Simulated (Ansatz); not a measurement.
# CHFGa (doublet): the correlation ladder at a displaced geometry (v1), cc-pVDZ

One table from this session's results is given with a row withheld; the runs are named, their logs left out.

Computed with Ansatz 0.2.0, Gaussian basis. Level: cc-pVDZ, core rule «outside noble gas», up to 16 orbitals frozen.

The runs, in order: UHF; CCSD(T) on ROHF; CCSD(T) on UHF; BCCD(T) on ROHF; CISD; CCSDT(Q) on ROHF; CCSDT(Q) on UHF; CASSCF and MRCISD+Q, 9 electrons in 9 orbitals; CASSCF and NEVPT2, 9 electrons in 9 orbitals.

21 further runs of the same task are left out: 2 for a known fault of the program, 6 that didn't finish, 13 set aside as unsound or not needed.

## What is computed

The geometry is a PBE0/def2-TZVP stationary point (not a proven minimum) with its atoms shifted at random (size 0.040 Å). No spin-orbit coupling is included. The filled d shell of Ga may be among the frozen orbitals whatever the setting's name suggests; the logs give the count.

4 atoms, charge 0, spin multiplicity 2.

Atoms are counted from 1 here; the program's logs count them from 0.

Bond lengths: F1–C2 1.347 Å, C2–Ga3 2.072 Å, C2–H4 1.091 Å. Angles: F1–C2–Ga3 122.9°, F1–C2–H4 108.5°, Ga3–C2–H4 128.5°.

The first run:

The input, in.yaml:

```yaml
crystal:
  periodic: [false, false, false]
  atoms:
    - {symbol: F, position_ang: [-0.031649, -0.386604, 2.177811]}
    - {symbol: C, position_ang: [-0.032483, 0.520695, 1.182820]}
    - {symbol: Ga, position_ang: [0.015481, -0.006293, -0.820628]}
    - {symbol: H, position_ang: [-0.087295, 1.517664, 1.622312]}
basis:
  gaussian: {orbitals: cc-pVDZ}
magnetization: {spin_polarized: true, initial_magnetization: 1}
hamiltonian: {xc: hf}
output: {orbitals: {seedname: orbitals}}
```

On the command line:

```sh
> ansatz run in.yaml --threads 1 --pin off --events-out ev --progress --plain --max-ram 2393MiB
```

Among the steps run: UHF; CCSD(T) on ROHF; CCSD(T) on UHF; BCCD(T) on ROHF; CISD; CCSDT(Q) on ROHF; CCSDT(Q) on UHF; CASSCF and MRCISD+Q, 9 electrons in 9 orbitals; CASSCF and NEVPT2, 9 electrons in 9 orbitals.

One table of the session follows, with a row left open; its other results are not shown here.

It belongs to the step «Misses and costs». 

```
           method  from UCCSDT(Q) (kcal/mol)
             ROHF                    +240.97
              UHF                    +238.37
             RMP2                     +25.07
             UMP2                     +25.62
            RCCSD                      +6.66
            UCCSD                      +6.61
         RCCSD(T)                      +1.15
         UCCSD(T)                      +1.17
          BCCD(T)                      +1.06
           RCCSDT                      +0.50
           UCCSDT                      +0.49
        RCCSDT(Q)                          ?
        UCCSDT(Q)                          0
  CASSCF frontier                    +158.27
  MRCISD frontier                     +16.03
MRCISD+Q frontier                      +2.51
```

**Question.** Estimate the row for RCCSDT(Q).

As computed: from UCCSDT(Q) (kcal/mol): +0.07. In the column «from UCCSDT(Q) (kcal/mol)» it lies between UCCSDT(Q) (0) and UCCSDT (+0.49).

Not comparable, so not listed: CISD; CASSCF and NEVPT2, 9 electrons in 9 orbitals (they don't share determinant, frozen orbitals or solution with the rows shown, or repeat one).

Limits of these values: Restricted and unrestricted rows rest on different reference determinants; where their highest levels disagree by more than a few hundredths of an eV, they describe different states and don't form one ladder. Warnings in the runs' records: passed over end.
